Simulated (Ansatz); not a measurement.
# GeN2H4: small, medium and large basis sets

The task here is to estimate one member of a computed series from the others.

Method: one geometry, several basis sets; program: Ansatz 0.2.0, Gaussian basis.

The runs, in order: PBE0-D4/def2-SVP; ωB97M-V/def2-SVP; PBE0-D4/def2-QZVPP; ωB97M-V/def2-QZVPP; the functionals' def2-TZVPP values are taken from earlier runs.

## The geometry

All runs share one geometry, relaxed beforehand with PBE0-D4 in a triple-zeta def2 set.

SMILES `[NH2][Ge][NH2]`, 7 atoms, charge 0, spin multiplicity 1.

Atoms are counted from 1 here; the program's logs count them from 0.

Bond lengths: N1–Ge2 1.827 Å, N1–H4 1.006 Å, N1–H5 1.008 Å, Ge2–N3 1.827 Å, N3–H6 1.008 Å, N3–H7 1.006 Å. Angles: Ge2–N1–H4 120.9°, Ge2–N1–H5 126.9°, H4–N1–H5 112.3°, N1–Ge2–N3 97.3°, Ge2–N3–H6 126.9°, Ge2–N3–H7 120.9°, H6–N3–H7 112.3°.

As a file:

```xyz
7
GeH4N2
N    -1.17966    0.09208   -0.68393
Ge   -0.06968   -1.23759   -0.10252
N     1.19472   -0.16502    0.66495
H    -2.02990   -0.12399   -1.17640
H    -1.04785    1.08474   -0.56661
H     1.19157    0.84250    0.70224
H     2.00200   -0.56072    1.11647
```

The first run:

File in.yaml:

```yaml
crystal:
  periodic: [false, false, false]
  atoms:
    - {symbol: N, position_ang: [-1.179656, 0.092083, -0.683929]}
    - {symbol: Ge, position_ang: [-0.069678, -1.237591, -0.102518]}
    - {symbol: N, position_ang: [1.194719, -0.165016, 0.664952]}
    - {symbol: H, position_ang: [-2.029904, -0.123989, -1.176400]}
    - {symbol: H, position_ang: [-1.047850, 1.084735, -0.566611]}
    - {symbol: H, position_ang: [1.191566, 0.842498, 0.702236]}
    - {symbol: H, position_ang: [2.002003, -0.560720, 1.116470]}
basis:
  gaussian: {orbitals: def2-SVP}
hamiltonian: {xc: pbe0, dispersion: d4}
output: {orbitals: {seedname: orbitals}}
```

Steps of the session up to this table: PBE0-D4 in def2-SVP; ωB97M-V in def2-SVP; PBE0-D4 in def2-QZVPP; ωB97M-V in def2-QZVPP.

One of the session's tables, all rows but one given; the rest of the session is left out.

It belongs to the step «Functionals by basis». 

| functional | basis | HOMO (eV) |
| --- | --- | --- |
| PBE0-D4 | def2-SVP | -6.64 |
| PBE0-D4 | def2-TZVPP | ? |
| PBE0-D4 | def2-QZVPP | -6.90 |
| ωB97M-V | def2-SVP | -8.83 |
| ωB97M-V | def2-TZVPP | -9.01 |
| ωB97M-V | def2-QZVPP | -9.11 |

Q: Estimate the row for PBE0-D4, def2-TZVPP from the others.

As computed: HOMO (eV): -6.81. In the column «HOMO (eV)» it lies between PBE0-D4, def2-QZVPP (-6.90) and PBE0-D4, def2-SVP (-6.64).
